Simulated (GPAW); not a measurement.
The system is ScNbN.

```
Nb Sc N
1.0
     3.11097    0.00000    0.00000
    -1.55549    2.69418    0.00000
     0.00000    0.00000   10.35715
Nb Sc N
2 2 2
Cartesian
  0.0000 1.7961 2.5627
  1.5555 0.8981 7.7945
  0.0000 0.0000 0.0000
  0.0000 0.0000 5.1786
  0.0000 1.7961 6.5023
  1.5555 0.8981 3.8548
```

The cell comes from a database or a generator and needn't be the stable form of this composition.

Base run:

```yaml
Program: GPAW 26.7.0
Functional: r2SCAN
Potentials_or_basis: GPAW PAW data sets (gpaw-data 1.2.1)
Cutoff: 800 eV
Basis: pw
k_mesh: 7 × 7 × 2
Occupations: fermi-dirac, width 0.05 eV
Spin: no spin polarisation
```

Its results: pressure -3.4 GPa; largest force 0.170 eV/Å.

Question: The run is repeated on the same cell with these changes: functional from r2SCAN to PBE. What comes out?

Answer: Pressure -3.0 GPa; largest force 0.301 eV/Å.

Caveats: the PAW data sets were made with another functional, which shifts forces and pressure a little (some runs).
